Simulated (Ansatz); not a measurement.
# ClH₂O₂Si radical: how energies converge with the basis set

An exercise on one series of results from a longer session: the logs are not shown, and one member is left open.

The runs use Ansatz 0.2.0, Gaussian basis; one geometry, several basis sets.

Plan: PBE0-D4/def2-SVP; ωB97M-V/def2-SVP; PBE0-D4/def2-QZVPP; ωB97M-V/def2-QZVPP; the functionals' def2-TZVPP values are taken from earlier runs.

## The geometry

An earlier PBE0-D4 in a triple-zeta def2 set relaxation fixed the geometry.

SMILES `O[Si](O)Cl`, 6 atoms, charge 0, spin multiplicity 2.

Atoms are counted from 1 here; the program's logs count them from 0.

Bond lengths: O1–Si2 1.632 Å, O1–H5 0.959 Å, Si2–O3 1.632 Å, Si2–Cl4 2.078 Å, O3–H6 0.959 Å. Angles: Si2–O1–H5 117.0°, O1–Si2–O3 103.5°, O1–Si2–Cl4 111.0°, O3–Si2–Cl4 111.0°, Si2–O3–H6 117.0°.

The first run:

File in.yaml:

```yaml
crystal:
  periodic: [false, false, false]
  atoms:
    - {symbol: O, position_ang: [-0.320692, 1.391269, -0.390788]}
    - {symbol: Si, position_ang: [0.131791, -0.176792, -0.408186]}
    - {symbol: O, position_ang: [1.197482, -0.280965, 0.823635]}
    - {symbol: Cl, position_ang: [-1.498492, -1.425043, -0.089571]}
    - {symbol: H, position_ang: [-1.028831, 1.647443, -0.984604]}
    - {symbol: H, position_ang: [1.518752, -1.155903, 1.049514]}
basis:
  gaussian: {orbitals: def2-SVP}
magnetization: {spin_polarized: true, initial_magnetization: 1}
hamiltonian: {xc: pbe0, dispersion: d4}
output: {orbitals: {seedname: orbitals}}
```

Steps of the session up to this table: PBE0-D4 in def2-SVP; ωB97M-V in def2-SVP; PBE0-D4 in def2-QZVPP; ωB97M-V in def2-QZVPP.

One of the session's tables, all rows but one given; the rest of the session is left out.

It belongs to the step «Functionals by basis». 

| functional | basis | HOMO (eV) | LUMO (eV) |
| --- | --- | --- | --- |
| PBE0-D4 | def2-SVP | -6.11 | -2.29 |
| PBE0-D4 | def2-TZVPP | -6.30 | -2.40 |
| PBE0-D4 | def2-QZVPP | -6.37 | -2.50 |
| ωB97M-V | def2-SVP | -7.87 | -0.63 |
| ωB97M-V | def2-TZVPP | -8.08 | -0.83 |
| ωB97M-V | def2-QZVPP | ? | ? |

**Question.** Estimate the row for ωB97M-V, def2-QZVPP.

**Answer.** HOMO (eV): -8.16; LUMO (eV): -0.98. In the column «HOMO (eV)» it is the lowest.
